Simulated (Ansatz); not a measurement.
# Alloy of AlN and SiC (15 of 48 Al sites, 15 of 48 N sites exchanged), 96 atoms

Wanted: the relaxed alloy cell and its gap (PBEsol and HSE06).

Program: Ansatz 0.2.0, PAW, plane waves. These are calculated values, not measurements.

**1. The starting cell**

96 atoms (33 Al, 15 Si, 33 N, 15 C); a = 9.306 Å, b = 10.746 Å, c = 10.007 Å, α = 90.00°, β = 90.00°, γ = 90.00°. All atoms were shaken off their sites by about 0.02 Å along each axis.

Steps to follow: (2) PBEsol cell relaxation at the single k point (¼, ¼, ¼), on 7 threads of Arm Neoverse-V2; (3) HSE06 single point at the Γ point alone, on 7 threads of Arm Neoverse-V2.

**2. PBEsol relaxation of the cell and the positions**

Contents of in.yaml:

```yaml
crystal:
  lattice:
    - [9.306295, 0.000000, 0.000000]
    - [0.000000, 10.745984, 0.000000]
    - [0.000000, 0.000000, 10.006763]
  atoms:
    - { symbol: Al, position: [0.171029, 0.085312, 0.248912] }
    - { symbol: Al, position: [0.164992, 0.079496, 0.748703] }
    - { symbol: Al, position: [0.000624, 0.333703, 0.748826] }
    - { symbol: Al, position: [0.502290, 0.083728, 0.251279] }
    - { symbol: Al, position: [0.498943, 0.085054, 0.747250] }
    - { symbol: Al, position: [0.335255, 0.335531, 0.247731] }
    - { symbol: Al, position: [0.170122, 0.584706, 0.251992] }
    - { symbol: Al, position: [0.171114, 0.583216, 0.750459] }
    - { symbol: Al, position: [0.002408, 0.833779, 0.247449] }
    - { symbol: Al, position: [0.665725, 0.335598, 0.248372] }
    - { symbol: Al, position: [0.503085, 0.584467, 0.246507] }
    - { symbol: Al, position: [0.333021, 0.833309, 0.248578] }
    - { symbol: Al, position: [0.332484, 0.832163, 0.747593] }
    - { symbol: Al, position: [0.834564, 0.583376, 0.250336] }
    - { symbol: Al, position: [0.668536, 0.831599, 0.250809] }
    - { symbol: Al, position: [0.003127, 0.160044, 0.501214] }
    - { symbol: Al, position: [0.335630, 0.167003, 0.999715] }
    - { symbol: Al, position: [0.169547, 0.415188, 0.499713] }
    - { symbol: Al, position: [0.166537, 0.416275, 0.998476] }
    - { symbol: Al, position: [0.000907, 0.666758, 0.500176] }
    - { symbol: Al, position: [0.999278, 0.665579, 0.993910] }
    - { symbol: Al, position: [0.666193, 0.168772, 0.501682] }
    - { symbol: Al, position: [0.499385, 0.418314, 0.998010] }
    - { symbol: Al, position: [0.332544, 0.669661, 0.495356] }
    - { symbol: Al, position: [0.165400, 0.919642, 0.996415] }
    - { symbol: Al, position: [0.831984, 0.419331, 0.496291] }
    - { symbol: Al, position: [0.834843, 0.417271, 0.998169] }
    - { symbol: Al, position: [0.664002, 0.667970, 0.500410] }
    - { symbol: Al, position: [0.668137, 0.665545, 0.997645] }
    - { symbol: Al, position: [0.498588, 0.915448, 0.497425] }
    - { symbol: Al, position: [0.500885, 0.916818, 0.998815] }
    - { symbol: Al, position: [0.835106, 0.916663, 0.500596] }
    - { symbol: Al, position: [0.832663, 0.919336, 0.001803] }
    - { symbol: Si, position: [0.001159, 0.332438, 0.246291] }
    - { symbol: Si, position: [0.339714, 0.334208, 0.752854] }
    - { symbol: Si, position: [0.998109, 0.833887, 0.748825] }
    - { symbol: Si, position: [0.831102, 0.081083, 0.250538] }
    - { symbol: Si, position: [0.833748, 0.081149, 0.750040] }
    - { symbol: Si, position: [0.666781, 0.330476, 0.752939] }
    - { symbol: Si, position: [0.498088, 0.583395, 0.747252] }
    - { symbol: Si, position: [0.837473, 0.586779, 0.748508] }
    - { symbol: Si, position: [0.667689, 0.834329, 0.750404] }
    - { symbol: Si, position: [0.001657, 0.165797, 0.999598] }
    - { symbol: Si, position: [0.331660, 0.163870, 0.493906] }
    - { symbol: Si, position: [0.669522, 0.164215, 0.998779] }
    - { symbol: Si, position: [0.501550, 0.414286, 0.497932] }
    - { symbol: Si, position: [0.331056, 0.666665, 0.997309] }
    - { symbol: Si, position: [0.164419, 0.918642, 0.498501] }
    - { symbol: N, position: [0.997284, 0.165198, 0.189395] }
    - { symbol: N, position: [0.996800, 0.168337, 0.689155] }
    - { symbol: N, position: [0.334008, 0.165178, 0.185633] }
    - { symbol: N, position: [0.327828, 0.170229, 0.689864] }
    - { symbol: N, position: [0.167941, 0.415463, 0.192063] }
    - { symbol: N, position: [0.164053, 0.412405, 0.687289] }
    - { symbol: N, position: [0.665712, 0.165656, 0.190575] }
    - { symbol: N, position: [0.666819, 0.165462, 0.692507] }
    - { symbol: N, position: [0.500513, 0.417749, 0.189476] }
    - { symbol: N, position: [0.502184, 0.416550, 0.689604] }
    - { symbol: N, position: [0.334341, 0.664378, 0.190906] }
    - { symbol: N, position: [0.333599, 0.665905, 0.694539] }
    - { symbol: N, position: [0.167092, 0.915215, 0.190362] }
    - { symbol: N, position: [0.169430, 0.916497, 0.688859] }
    - { symbol: N, position: [0.838581, 0.417644, 0.186292] }
    - { symbol: N, position: [0.832860, 0.418479, 0.688365] }
    - { symbol: N, position: [0.499071, 0.916750, 0.690752] }
    - { symbol: N, position: [0.837113, 0.916248, 0.188804] }
    - { symbol: N, position: [0.837164, 0.916757, 0.688229] }
    - { symbol: N, position: [0.167542, 0.080832, 0.437649] }
    - { symbol: N, position: [0.166067, 0.082704, 0.936000] }
    - { symbol: N, position: [0.496857, 0.082399, 0.440047] }
    - { symbol: N, position: [0.331375, 0.334227, 0.438718] }
    - { symbol: N, position: [0.334038, 0.334557, 0.942193] }
    - { symbol: N, position: [0.163800, 0.580815, 0.938223] }
    - { symbol: N, position: [0.997741, 0.835810, 0.436602] }
    - { symbol: N, position: [0.998247, 0.834208, 0.936178] }
    - { symbol: N, position: [0.835438, 0.087262, 0.936413] }
    - { symbol: N, position: [0.663693, 0.333010, 0.938806] }
    - { symbol: N, position: [0.501461, 0.583619, 0.438815] }
    - { symbol: N, position: [0.331566, 0.832506, 0.437333] }
    - { symbol: N, position: [0.832383, 0.581923, 0.939092] }
    - { symbol: N, position: [0.664818, 0.830728, 0.438931] }
    - { symbol: C, position: [0.000211, 0.666265, 0.187203] }
    - { symbol: C, position: [0.994099, 0.665828, 0.694470] }
    - { symbol: C, position: [0.667402, 0.668355, 0.192117] }
    - { symbol: C, position: [0.666803, 0.664778, 0.689785] }
    - { symbol: C, position: [0.501609, 0.916488, 0.191046] }
    - { symbol: C, position: [0.996464, 0.331561, 0.436281] }
    - { symbol: C, position: [0.996146, 0.333094, 0.937673] }
    - { symbol: C, position: [0.501210, 0.082125, 0.936643] }
    - { symbol: C, position: [0.165735, 0.583720, 0.439212] }
    - { symbol: C, position: [0.832311, 0.085703, 0.438811] }
    - { symbol: C, position: [0.665438, 0.329237, 0.437478] }
    - { symbol: C, position: [0.500091, 0.586668, 0.944763] }
    - { symbol: C, position: [0.331200, 0.831884, 0.938096] }
    - { symbol: C, position: [0.832844, 0.584194, 0.437582] }
    - { symbol: C, position: [0.664022, 0.833170, 0.939848] }
  symmetry: { detect: false }
kpoints:
  mp_grid: { grid: [1, 1, 1], shift: [0.25, 0.25, 0.25] }
hamiltonian:
  xc: pbesol
scf:
  occupations: { method: fermi_dirac, width: 0.01 }
relax:
  f_tol: 0.03
  max_steps: 80
  escape_saddle: false
  adjacent_minimum: "off"
  cell: { fix: [alpha, beta, gamma] }
output:
  forces: true
  eigenvalues: true
  populations: true
```

The run is started by

```
$ ansatz run in.yaml --threads 7 --pin off --max-ram 26600MiB --runs-dir r --events-out ev --progress --plain
```

After this run come: HSE06 on the final geometry.

Before running it: what results should come out? Wanted: for each run, top filled to lowest empty.

As calculated:

```
             level                     time   k points  top filled to lowest empty (eV)
PBEsol, relaxation  2.1 min (7 CPU threads)  (¼, ¼, ¼)                             1.84
             HSE06  3.3 min (7 CPU threads)          Γ                             2.45
```

| quantity | value |
| --- | --- |
| relaxation | 9 recorded steps, 11.99 eV gained |
| largest shift | 0.21 Å (N55) |
| relaxed cell | a = 9.355 Å, b = 10.783 Å, c = 10.017 Å, α = 90.00°, β = 90.00°, γ = 90.00° |
| mean bonds | Al–C 1.922, Al–N 1.946, C–Si 1.813, N–Si 1.828 Å |

**Reading.** The relaxation lowers the energy by 11.99 eV; the largest shift is 0.21 Å (N55), while the volume changes by +1.0 %. The mean lengths of the listed bonds run from C–Si 1.81 Å to Al–N 1.95 Å. Rows on different k points differ by sampling as well as by level. With one k point the spacing samples only the states that fold onto it, so it can exceed the gap over the zone.
